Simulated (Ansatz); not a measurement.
**CH4Cl2OSeSi: a ladder of functionals and wavefunction methods**

The task here is to estimate one member of a computed series from the others.

Program: Ansatz 0.2.0, Gaussian basis. Level of theory: functionals in def2-TZVPP, the program's frozen cores in correlated methods. These are calculated values, not measurements.

Plan: PBE-D4, r2SCAN-D4, PBE0-D4, B3LYP-D4, ωB97X-V, ωB97M-V, B2PLYP; CCSD(T)/def2-TZVPP; MP2/def2-QZVPP; extrapolation to the limit.

### Structure used throughout

An earlier PBE0-D4 in a triple-zeta def2 set relaxation fixed the geometry.

SMILES `CO[Si](Cl)(Cl)[SeH]`, 10 atoms, charge 0, spin multiplicity 1.

Atoms are counted from 1 here; the program's logs count them from 0.

Bond lengths: C1–O2 1.417 Å, C1–H7 1.094 Å, C1–H8 1.090 Å, C1–H9 1.093 Å, O2–Si3 1.615 Å, Si3–Cl4 2.029 Å, Si3–Cl5 2.046 Å, Si3–Se6 2.261 Å, Se6–H10 1.468 Å. Angles: O2–C1–H7 111.2°, O2–C1–H8 107.5°, O2–C1–H9 110.6°, H7–C1–H8 109.2°, H7–C1–H9 109.1°, H8–C1–H9 109.2°, C1–O2–Si3 125.6°, O2–Si3–Cl4 106.1°, O2–Si3–Cl5 111.3°, O2–Si3–Se6 108.7°, Cl4–Si3–Cl5 108.1°, Cl4–Si3–Se6 113.0°, Cl5–Si3–Se6 109.6°, Si3–Se6–H10 92.1°.

As a file:

```
atom    x (Å)    y (Å)    z (Å)
  C1   0.6517  -1.5854  -0.0536
  O2   1.0383  -0.2237  -0.1258
 Si3   0.0769   1.0427   0.1600
 Cl4   1.2814   2.6756   0.1546
 Cl5  -0.8026   0.9075   2.0019
 Se6  -1.5183   1.1165  -1.4406
  H7  -0.2274  -1.7812  -0.6742
  H8   1.4870  -2.1829  -0.4174
  H9   0.4300  -1.8678   0.9787
 H10  -2.4170   1.8985  -0.5835
```

The first run:

The input, in.yaml:

```yaml
crystal:
  periodic: [false, false, false]
  atoms:
    - {symbol: C, position_ang: [0.651702, -1.585350, -0.053594]}
    - {symbol: O, position_ang: [1.038263, -0.223686, -0.125848]}
    - {symbol: Si, position_ang: [0.076874, 1.042711, 0.160005]}
    - {symbol: Cl, position_ang: [1.281437, 2.675644, 0.154570]}
    - {symbol: Cl, position_ang: [-0.802556, 0.907487, 2.001888]}
    - {symbol: Se, position_ang: [-1.518331, 1.116540, -1.440582]}
    - {symbol: H, position_ang: [-0.227412, -1.781212, -0.674199]}
    - {symbol: H, position_ang: [1.487012, -2.182884, -0.417438]}
    - {symbol: H, position_ang: [0.430029, -1.867777, 0.978668]}
    - {symbol: H, position_ang: [-2.417017, 1.898539, -0.583479]}
basis:
  gaussian: {orbitals: def2-TZVPP}
hamiltonian: {xc: pbe, dispersion: d4}
output: {forces: true, orbitals: {seedname: orbitals}}
```

Started as:

```
$ ansatz run in.yaml --threads 2 --pin off --events-out ev --progress --plain --max-ram 22528MiB --backend cuda --devices 0, --max-vram 18GiB
```

Among the steps run: PBE-D4 (GGA); r2SCAN-D4 (meta-GGA); PBE0-D4 (hybrid); B3LYP-D4 (hybrid); ωB97X-V (range-separated); ωB97M-V (range-separated); B2PLYP (double hybrid); CCSD(T) in def2-TZVPP; MP2 in def2-QZVPP.

One table of the session follows, with a row left open; its other results are not shown here.

| method | atomisation energy (kJ/mol) |
| --- | --- |
| PBE-D4 | 3600.2 |
| r2SCAN-D4 | 3561.6 |
| PBE0-D4 | 3538.4 |
| B3LYP-D4 | 3508.3 |
| ωB97X-V | 3554.9 |
| ωB97M-V | 3549.6 |
| B2PLYP | 3472.8 |
| HF/def2-TZVPP | 2535.2 |
| MP2/def2-TZVPP | 3532.6 |
| CCSD/def2-TZVPP | 3368.4 |
| CCSD(T)/def2-TZVPP | ? |
| MP2/CBS | 3653.0 |
| CCSD(T)/CBS | 3554.6 |

Q: Estimate the row for CCSD(T)/def2-TZVPP from the others.

As computed: atomisation energy (kJ/mol): 3434.2. In the column «atomisation energy (kJ/mol)» it lies between CCSD/def2-TZVPP (3368.4) and B2PLYP (3472.8).

Limits of these values: Free atoms (1 C, 1 O, 1 Si, 2 Cl, 1 Se, 4 H) were run apart at each level; the atomisation energy is their sum less the molecule, without zero-point or spin-orbit terms.
